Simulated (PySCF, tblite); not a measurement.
# C15H11P: electronic excitations, NMR shifts

What do calculations give for the electronic excitations, NMR shifts of C15H11P (`C1=C\C=C/c2c(ccc3ccpcc23)\C=C/1`)?

Computed with tblite 0.8.0 and PySCF 2.14.0 and routines of our own; the level stands in each step. Atoms count from 0.

## 1. The system as given

27 atoms, charge 0, multiplicity 1; geometry from: force field, distance geometry or constructed start.

## 2. Optimising the geometry with GFN2-xTB

What the job is given:

```
{"job": {"kind": "relax", "xc": "GFN2-xTB", "basis": "xTB"}, "charge": 0, "multiplicity": 1}
C     -3.079800    -0.808100    -0.721500
C     -2.675100     0.225300    -1.483500
C     -2.143000     1.465000    -0.961100
C     -1.063100     1.612700    -0.192300
C     -0.138200     0.522500     0.231800
C     -0.608700    -0.525500     1.051900
C      0.293800    -1.491600     1.500100
C      1.637600    -1.440700     1.134900
C      2.130700    -0.435400     0.302300
C      3.500000    -0.489000    -0.018400
C      4.196800     0.406000    -0.828600
P      3.417100     1.848200    -1.614100
C      1.696800     1.597100    -1.022400
C      1.241700     0.578700    -0.176600
C     -1.998700    -0.677100     1.516100
C     -3.073200    -0.834000     0.732500
H     -3.529200    -1.670600    -1.203100
H     -2.792200     0.165500    -2.557000
H     -2.703200     2.358700    -1.251200
H     -0.778000     2.604300     0.153700
H     -0.047500    -2.303200     2.143100
H      2.290900    -2.225400     1.507300
H      4.101300    -1.303100     0.398800
H      5.256200     0.253000    -1.003900
H      1.019600     2.346700    -1.418400
H     -2.128400    -0.743000     2.596900
H     -4.036100    -1.021300     1.190200
```

The run is started by

```bash
$ OMP_NUM_THREADS=1 python large_run.py task.json out
```

This one command runs all jobs of the session in turn.

What it wrote:

```text
step      E/eV     max force
  0   -1092.09685    3.106
  1   -1092.35671    1.496
  2   -1092.41504    0.843
  3   -1092.44026    0.539
  4   -1092.46434    0.369
  5   -1092.47456    0.229
  6   -1092.48294    0.185
  7   -1092.48777    0.165
  8   -1092.49191    0.148
  9   -1092.49547    0.159
 10   -1092.49902    0.115
 11   -1092.50167    0.122
 12   -1092.50326    0.095
 13   -1092.50421    0.076
 14   -1092.50500    0.072
 15   -1092.50581    0.064
 16   -1092.50658    0.070
 17   -1092.50723    0.058
 18   -1092.50777    0.051
 19   -1092.50826    0.051
 20   -1092.50878    0.050
 21   -1092.50925    0.053
 22   -1092.50960    0.042
 23   -1092.50986    0.036
 24   -1092.51012    0.036
 25   -1092.51043    0.032
 26   -1092.51076    0.036
 27   -1092.51103    0.040
 28   -1092.51129    0.035
 29   -1092.51158    0.039
 30   -1092.51191    0.039
 31   -1092.51222    0.033
 32   -1092.51246    0.029
 33   -1092.51266    0.033
 34   -1092.51284    0.030
 35   -1092.51301    0.026
 36   -1092.51314    0.025
 37   -1092.51324    0.020
 38   -1092.51332    0.018
```

It took 0.47 s on 1 thread of Arm Neoverse V2, shared host; peak memory 0.18 GiB.

The steps of the relaxation:

```
step  energy from step 0 (eV)  largest force (eV/Å)
   0                   0.0000                3.1062
   1                  -0.2599                1.4958
   2                  -0.3182                0.8421
   3                  -0.3434                0.5393
   4                  -0.3675                0.3680
   5                  -0.3777                0.2283
   6                  -0.3861                0.1855
   7                  -0.3909                0.1658
   8                  -0.3951                0.1476
  10                  -0.4022                0.1150
  12                  -0.4064                0.0954
  15                  -0.4090                0.0646
  17                  -0.4104                0.0571
  19                  -0.4114                0.0514
  22                  -0.4128                0.0417
  24                  -0.4133                0.0358
  26                  -0.4139                0.0364
  29                  -0.4147                0.0388
  31                  -0.4154                0.0333
  34                  -0.4160                0.0301
  35                  -0.4162                0.0269
  36                  -0.4163                0.0242
  37                  -0.4164                0.0206
  38                  -0.4165                0.0183
```

Distances of close pairs at the start and the end, largest changes first:

```
   bond  before (Å)  after (Å)  change (Å)
P11–C12       1.836      1.712      -0.125
C10–P11       1.818      1.755      -0.063
  C4–C5       1.411      1.377      -0.035
 C9–C10       1.394      1.360      -0.034
  C6–C7       1.393      1.364      -0.030
  C0–C1       1.346      1.329      -0.017
  C1–C2       1.447      1.463      +0.017
  C3–C4       1.491      1.475      -0.016
```

The end geometry stands in the next job.

## 3. Electronic excitations: TDDFT wB97X-D/6-31G*

What the job is given:

```
{"job": {"kind": "uv", "basis": "6-31G*", "grid": 1, "kgrid": 0, "vcut": 1.5, "nstates": 6, "ntriplets": 2, "tda": false, "delta": ["ip_vertical"], "pop": true, "xc": "wB97X-D"}, "charge": 0, "multiplicity": 1}
C     -3.041948    -0.792194    -0.743993
C     -2.611858     0.216297    -1.495218
C     -2.087902     1.471484    -0.955276
C     -1.026800     1.589103    -0.167769
C     -0.137386     0.484025     0.238166
C     -0.591230    -0.531333     1.049880
C      0.307074    -1.514621     1.513088
C      1.621634    -1.486119     1.151739
C      2.121278    -0.471308     0.311212
C      3.490630    -0.468662    -0.035816
C      4.091233     0.456796    -0.830920
P      3.267491     1.801732    -1.601204
C      1.676447     1.547780    -1.023331
C      1.231460     0.530513    -0.160355
C     -1.988149    -0.633242     1.506233
C     -3.046224    -0.791914     0.719261
H     -3.505360    -1.654900    -1.208207
H     -2.724173     0.178959    -2.571960
H     -2.627554     2.360665    -1.261858
H     -0.721472     2.570067     0.178483
H     -0.065009    -2.294427     2.163007
H      2.304887    -2.242276     1.511867
H      4.092260    -1.272597     0.372694
H      5.152952     0.368824    -1.025435
H      0.933994     2.253173    -1.376228
H     -2.110197    -0.690730     2.582004
H     -4.018016    -0.969239     1.167234
```

Level: TDDFT wB97X-D/6-31G*, vertical, gas phase, core orbitals frozen in the response, virtual orbitals cut by energy.

What it wrote:

```text
start: PBE on a coarse grid of 23453 points
cycle   1  E = -918.6002777025  dE =  2.551e+00  |g| = 7.467e-01  |ddm| = 6.093e+00
cycle   2  E = -918.3828737011  dE =  2.174e-01  |g| = 1.113e+00  |ddm| = 2.397e+00
cycle   3  E = -918.7276662786  dE = -3.448e-01  |g| = 3.221e-01  |ddm| = 1.963e+00
cycle   4  E = -918.7605973576  dE = -3.293e-02  |g| = 1.240e-01  |ddm| = 5.848e-01
cycle   5  E = -918.7642171923  dE = -3.620e-03  |g| = 5.689e-02  |ddm| = 2.066e-01
cycle   6  E = -918.7651537576  dE = -9.366e-04  |g| = 1.907e-02  |ddm| = 8.706e-02
cycle   7  E = -918.7652296441  dE = -7.589e-05  |g| = 9.962e-03  |ddm| = 3.122e-02
final grid: 102108 points
cycle   8  E = -919.2590692686  dE = -1.020e-02  |g| = 3.531e-02  |ddm| = 8.151e-01
cycle   9  E = -919.2596539094  dE = -5.846e-04  |g| = 2.236e-02  |ddm| = 1.395e-01
cycle  10  E = -919.2597969553  dE = -1.430e-04  |g| = 9.120e-03  |ddm| = 3.905e-02
cycle  11  E = -919.2598318534  dE = -3.490e-05  |g| = 4.146e-03  |ddm| = 2.080e-02
cycle  12  E = -919.2598373450  dE = -5.492e-06  |g| = 1.094e-03  |ddm| = 6.436e-03
cycle  13  E = -919.2598379563  dE = -6.113e-07  |g| = 4.595e-04  |ddm| = 2.317e-03
cycle  14  E = -919.2598407530  dE = -2.797e-06  |g| = 2.099e-04  |ddm| = 1.205e-03
cycle  15  E = -919.2598407922  dE = -3.921e-08  |g| = 6.599e-05  |ddm| = 4.711e-04
converged SCF energy = -919.2598407922
Vertical ionisation energy (delta-SCF) = 7.6317 eV   <S^2> = 0.772

Static polarisability (au): isotropic 175.083, principal 92.791 180.171 252.288

Singlet excitations
state   eV       nm        f      main configurations
  1   4.0626    305.2   0.06012   H->L 0.78, H-1->L+1 0.09
  2   4.2482    291.9   0.02264   H->L+1 0.46, H-1->L 0.27, H-2->L 0.11
  3   4.7005    263.8   0.17783   H-1->L 0.35, H->L+1 0.21, H->L+2 0.11
  4   4.9912    248.4   0.01681   H-4->L 0.81
  5   5.3292    232.7   0.07825   H-2->L 0.37, H->L+2 0.13, H-1->L+1 0.11
  6   5.5151    224.8   0.37880   H-1->L+1 0.49, H-2->L 0.20, H->L+1 0.12

Triplet excitations (Tamm-Dancoff, eV): 2.7016 3.4638
```

Wall time 48 s (1 thread of Arm Neoverse V2, shared host); peak memory 0.64 GiB.

Frontier orbitals and where they lie:

```
orbital     eV                        atoms
 HOMO−4  -9.36   P11 70 %, C10 9 %, C12 7 %
 HOMO−3  -9.35   C2 22 %, C14 20 %, C3 18 %
 HOMO−2  -8.76   C0 18 %, C1 14 %, C10 12 %
 HOMO−1  -8.21   P11 17 %, C8 13 %, C6 12 %
   HOMO  -7.70   C4 17 %, C12 14 %, C7 13 %
   LUMO   0.04  P11 26 %, C12 20 %, C4 11 %
 LUMO+1   0.75   C10 18 %, C5 14 %, C8 12 %
 LUMO+2   1.53    C0 17 %, C1 16 %, C3 14 %
 LUMO+3   2.32   C14 14 %, C7 12 %, C2 12 %
```

With each of the 6 states as a Gaussian band of 0.4 eV half-width at 1/e, the curve within the window shown has maxima at 226 nm (ε 18,000) L/(mol cm). Beyond the last state computed it falls off for lack of states. The curve at chosen wavelengths:

```tsv
nm	ε (L/mol/cm)
213	9476
219	15242
225	18195
230	17560
236	14443
242	11188
248	9312
253	8791
259	8697
265	8467
271	7821
276	7062
282	6117
288	5310
294	4678
299	4238
305	3740
311	3226
317	2688
322	2239
328	1730
334	1283
340	916
345	673
351	452
357	294
```

Ground-state properties from the same run:

| property | computed |
| --- | --- |
| dipole moment (D) | 2.46 |
| polarisability (Å³) | 25.94 |
| HOMO–LUMO gap (eV) | 7.74 |
| −ε(HOMO) (eV) | 7.70 |

## 4. NMR shifts: GIAO KT3/pcSseg-1

The job, as its differences from that of step 3:

```diff
@@ -1,2 +1,2 @@
-{"job": {"kind": "uv", "basis": "6-31G*", "grid": 1, "kgrid": 0, "vcut": 1.5, "nstates": 6, "ntriplets": 2, "tda": false, "delta": ["ip_vertical"], "pop": true, "xc": "wB97X-D"}, "charge": 0, "multiplicity": 1}
+{"job": {"kind": "nmr", "xc": "KT3", "basis": "pcSseg-1", "pop": false}, "charge": 0, "multiplicity": 1}
 C     -3.041948    -0.792194    -0.743993
```

With the program's defaults for keys left out, this is: GIAO KT3/pcSseg-1 NMR shielding, non-relativistic, gas phase.

What it wrote:

```text
start: PBE on a coarse grid of 23453 points
cycle   1  E = -918.2468062397  dE =  2.518e+00  |g| = 7.394e-01  |ddm| = 5.967e+00
cycle   2  E = -918.0006928095  dE =  2.461e-01  |g| = 1.158e+00  |ddm| = 2.365e+00
cycle   3  E = -918.3641744826  dE = -3.635e-01  |g| = 3.351e-01  |ddm| = 2.116e+00
cycle   4  E = -918.3987682949  dE = -3.459e-02  |g| = 1.241e-01  |ddm| = 6.231e-01
cycle   5  E = -918.4022511722  dE = -3.483e-03  |g| = 5.787e-02  |ddm| = 2.115e-01
cycle   6  E = -918.4031680262  dE = -9.169e-04  |g| = 1.969e-02  |ddm| = 8.808e-02
cycle   7  E = -918.4032429491  dE = -7.492e-05  |g| = 1.044e-02  |ddm| = 3.179e-02
cycle   8  E = -918.4032741671  dE = -3.122e-05  |g| = 2.004e-03  |ddm| = 1.279e-02
final grid: 215350 points
cycle   9  E = -931.6330171165  dE = -4.024e-02  |g| = 1.251e-01  |ddm| = 1.011e+00
cycle  10  E = -931.6321018299  dE =  9.153e-04  |g| = 9.158e-02  |ddm| = 2.106e-01
cycle  11  E = -931.6316982671  dE =  4.036e-04  |g| = 7.904e-02  |ddm| = 2.301e-01
cycle  12  E = -931.6339979102  dE = -2.300e-03  |g| = 1.470e-02  |ddm| = 1.260e-01
cycle  13  E = -931.6340601792  dE = -6.227e-05  |g| = 3.843e-03  |ddm| = 2.153e-02
cycle  14  E = -931.6340658735  dE = -5.694e-06  |g| = 1.458e-03  |ddm| = 6.369e-03
cycle  15  E = -931.6340668051  dE = -9.316e-07  |g| = 6.319e-04  |ddm| = 2.392e-03
cycle  16  E = -931.6340668962  dE = -9.110e-08  |g| = 1.614e-04  |ddm| = 1.029e-03
cycle  17  E = -931.6340670498  dE = -1.536e-07  |g| = 6.907e-05  |ddm| = 2.764e-04
converged SCF energy = -931.6340670498

GIAO shielding tensors (ppm)
atom      isotropic    diamagn.    paramagn.     s11        s22        s33       span
  0 C       56.260     253.975    -197.715    -40.232     64.006    145.007    185.239
  1 C       54.565     254.784    -200.219    -43.250     62.061    144.885    188.136
  2 C       53.557     254.701    -201.144    -41.037     59.090    142.617    183.654
  3 C       54.681     256.511    -201.830    -43.707     64.177    143.574    187.281
  4 C       56.656     256.826    -200.171    -16.999     36.590    150.376    167.375
  5 C       51.998     257.225    -205.227    -32.534     32.858    155.670    188.204
  6 C       62.825     250.457    -187.632    -28.650     54.966    162.159    190.809
  7 C       60.373     251.235    -190.861    -29.859     57.477    153.502    183.360
  8 C       61.200     255.110    -193.910     -7.941      0.179    191.362    199.302
  9 C       56.631     243.096    -186.465    -37.198     51.480    155.610    192.807
 10 C       44.667     267.057    -222.390    -89.690     48.962    174.730    264.420
 11 P      154.814     969.913    -815.099    -85.650     32.420    517.671    603.322
 12 C       33.035     256.822    -223.787   -123.985     47.486    175.604    299.589
 13 C       59.390     249.519    -190.129     -8.298      0.915    185.553    193.851
 14 C       53.477     254.697    -201.220    -40.996     63.632    137.795    178.792
 15 C       54.991     254.079    -199.088    -38.390     60.429    142.934    181.324
 16 H       25.669      30.075      -4.406     23.069     26.132     27.804      4.735
 17 H       25.522      30.733      -5.211     22.646     26.597     27.323      4.677
 18 H       25.206      30.173      -4.967     22.579     25.583     27.455      4.875
 19 H       24.619      33.192      -8.573     22.027     25.265     26.564      4.537
 20 H       24.573      33.668      -9.095     20.299     24.787     28.634      8.335
 21 H       24.024      33.816      -9.791     19.369     24.862     27.841      8.472
 22 H       23.529      31.219      -7.690     18.063     24.326     28.197     10.135
 23 H       23.183      27.742      -4.558     20.241     22.337     26.972      6.731
 24 H       22.057      34.760     -12.703     17.422     18.168     30.581     13.159
 25 H       24.786      30.720      -5.934     22.358     25.703     26.296      3.939
 26 H       25.437      28.274      -2.838     23.183     25.711     27.415      4.232
```

Wall time 26 s (1 thread of Arm Neoverse V2, shared host); peak memory 0.59 GiB.

The references, computed at this level on geometries of the same kind, shield at (ppm): 1H TMS 31.76, 13C TMS 184.7, 31P PH3 612.2. Their shielding less the atom's gives the shift. The references are single molecules in the gas phase, so shifts against H2O, NH3, PH3, H3PO4 or CFCl3 are not on the usual liquid scales and can be off by tens of ppm.

```csv
atoms,environment,σ (ppm),δ (ppm)
C12,aromatic CH,33.0,151.7
C10,aromatic CH,44.7,140.1
C5,substituted aromatic carbon,52.0,132.7
C14,alkene CH,53.5,131.2
C2,alkene CH,53.6,131.2
C1,alkene CH,54.6,130.2
C3,alkene CH,54.7,130.0
C15,alkene CH,55.0,129.7
C0,alkene CH,56.3,128.5
C9,aromatic CH,56.6,128.1
C4,substituted aromatic carbon,56.7,128.1
C13,ring-fusion aromatic carbon,59.4,125.3
C7,aromatic CH,60.4,124.3
C8,ring-fusion aromatic carbon,61.2,123.5
C6,aromatic CH,62.8,121.9
H24,hydrogen on an aromatic CH,22.06,9.70
H23,hydrogen on an aromatic CH,23.18,8.58
H22,hydrogen on an aromatic CH,23.53,8.23
H21,hydrogen on an aromatic CH,24.02,7.74
H20,hydrogen on an aromatic CH,24.57,7.19
H19,hydrogen on an alkene CH,24.62,7.14
H25,hydrogen on an alkene CH,24.79,6.97
H18,hydrogen on an alkene CH,25.21,6.55
H26,hydrogen on an alkene CH,25.44,6.32
H17,hydrogen on an alkene CH,25.52,6.24
H16,hydrogen on an alkene CH,25.67,6.09
P11,"phosphorus bonded to 2 C, in a 6-membered ring",154.8,457.4
```

Ring of atoms C0, C1, C2, C3, C4, C5, C14, C15: NICS(0) 1.4, NICS(1) -2.6, NICS(1)zz 5.3 ppm (means of both faces).

Ring of atoms C4, C5, C6, C7, C8, C13: NICS(0) -7.9, NICS(1) -10.5, NICS(1)zz -25.3 ppm (means of both faces).

Ring of atoms C8, C9, C10, P11, C12, C13: NICS(0) -7.2, NICS(1) -10.2, NICS(1)zz -25.0 ppm (means of both faces).

## 5. Results

| quantity | value |
| --- | --- |
| lowest singlet (wB97X-D/6-31G*) | 4.06 eV (305 nm), f = 0.060 |
| brightest single state of those computed | state 6, 5.52 eV, f = 0.379 |
| lowest triplet | 2.70 eV |
| vertical ionisation energy (ΔSCF) | 7.63 eV |
| 13C shifts against TMS (KT3/pcSseg-1) | 151.7, 140.1, 132.7, 131.2, 131.2, 130.2, 130.0, 129.7, 128.5, 128.1, 128.1, 125.3, 124.3, 123.5 ppm and more |
| 1H shifts against TMS (KT3/pcSseg-1) | 9.70, 8.58, 8.23, 7.74, 7.19, 7.14, 6.97, 6.55, 6.32, 6.24, 6.09 ppm |
| 31P shifts against PH3 (KT3/pcSseg-1) | 457.4 ppm |

The first singlet state (HOMO→LUMO 0.78, HOMO−1→LUMO+1 0.09) lies at 4.06 eV and is bright; of the 6 states computed, the strongest absorption comes from state 6 at 5.52 eV (the last computed, so partners may be missing). The lowest triplet lies 1.36 eV below the lowest singlet (triplets in Tamm-Dancoff, singlets in full TDDFT). ΔSCF puts the ionisation energy at 7.63 eV, 0.07 eV below −ε(HOMO). At KT3/pcSseg-1: The widest tensor belongs to P11: span 603 ppm, with a paramagnetic part of -815 ppm. NICS(1)zz of -25 ppm above the planar ring from C4 marks a diatropic (aromatic) ring current. NICS(1)zz of -25 ppm above the planar ring from C8 marks a diatropic (aromatic) ring current.
